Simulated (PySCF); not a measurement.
**[Tb(OH)3]+: other functionals and bases at one geometry**

An exercise on one series of results from a longer session: the logs are not shown, and one member is left open.

Program: PySCF 2.14.0. Level of theory: several levels, as the steps say, no spin–orbit coupling. These are calculated values, not measurements.

1 further run of the same task is left out (for a known fault of the program).

## The starting structure

7 atoms, charge 1, spin multiplicity 1.

Bond lengths: Tb1–O2 1.924 Å, Tb1–O4 1.924 Å, Tb1–O6 1.924 Å, O2–H3 0.966 Å, O4–H5 0.966 Å, O6–H7 0.966 Å. Angles: O2–Tb1–O4 108.2°, O2–Tb1–O6 108.2°, O4–Tb1–O6 108.2°, Tb1–O2–H3 166.1°, Tb1–O4–H5 166.1°, Tb1–O6–H7 166.1°.

Coordinates:

```xyz
7

Tb    0.0000    0.0000   -0.6720
O     1.7999    0.0000    0.0073
H     2.5955    0.0000    0.5549
O    -0.9000    1.5588    0.0073
H    -1.2977    2.2478    0.5549
O    -0.9000   -1.5588    0.0073
H    -1.2978   -2.2478    0.5549
```

Formal oxidation states: Tb +4. Each metal's 7 4f electrons lie in its core potential, so multiplicities, spins and levels count the valence alone. An earlier session relaxed this geometry at PBE0, Tb lcecp-2-SVP with ECP53, O def2-SVP, H def2-SVP (singlet, point group C3v).

At PBE0 on the finer grid: E = -270.342513 Eh, frontier levels not given, since the 4f levels lie in the core, Mulliken charge on Tb1 +1.54 e, largest force component 0.009 eV/Å. 

Levels to run: B3LYP; BP86; PBE0, TZVP. Hardware: 2 threads of Arm Neoverse V2, shared host.

The first run:

run.py (the lines that set the calculation) reads:

```python
mol = gto.M(atom='''
Tb     0.00000     0.00000    -0.67200
O      1.79995    -0.00001     0.00730
H      2.59550    -0.00001     0.55494
O     -0.89996     1.55880     0.00730
H     -1.29774     2.24778     0.55494
O     -0.89998    -1.55879     0.00730
H     -1.29776    -2.24777     0.55494''',
    basis={'Tb': 'lcecp-2-SVP', 'O': 'def2-SVP', 'H': 'def2-SVP'},
    ecp={'Tb': 'lcecp-2-SVP'},
    charge=1, spin=0)
mf = dft.RKS(mol, xc='B3LYP')
mf.grids.atom_grid = (75, 302)  # f atoms: unpruned, at least (60, 302)
mf = mf.density_fit()  # fitting sets: Tb AutoAux, O def2-universal-JKFIT, H def2-universal-JKFIT
mf.conv_tol = 1e-08; mf.max_cycle = 55
mf.kernel(dm0)  # dm0: the density of the relaxed state
```

On the command line:

```
$ OMP_NUM_THREADS=2 python run.py
```

Steps of the session up to this table: B3LYP; BP86; PBE0, TZVP.

One of the session's tables, all rows but one given; the rest of the session is left out.

| level | charge on Tb1 (e) | dipole (D) | largest force component (eV/Å) |
| --- | --- | --- | --- |
| PBE0 (relaxed here) | 1.54 | 0.84 | 0.01 |
| B3LYP | ? | ? | ? |
| BP86 | 1.34 | 0.52 | 0.71 |
| PBE0, TZVP | 1.93 | 1.04 | 0.36 |

Q: Estimate the row for B3LYP from the others.

As computed: charge on Tb1 (e): 1.47; dipole (D): 0.79; largest force component (eV/Å): 0.46. In the column «charge on Tb1 (e)» it lies between BP86 (1.34) and PBE0 (relaxed here) (1.54).

The dipole of a charged species depends on the origin, so these sizes hold for this origin alone.

The largest leftover force, 0.71 eV/Å with BP86, stands at a geometry relaxed at another level. With 4f in the core, its levels are missing from HOMO and gap, and its count is fixed, so no charge can pass from the ligands into it. Total energies of different levels can't be compared.
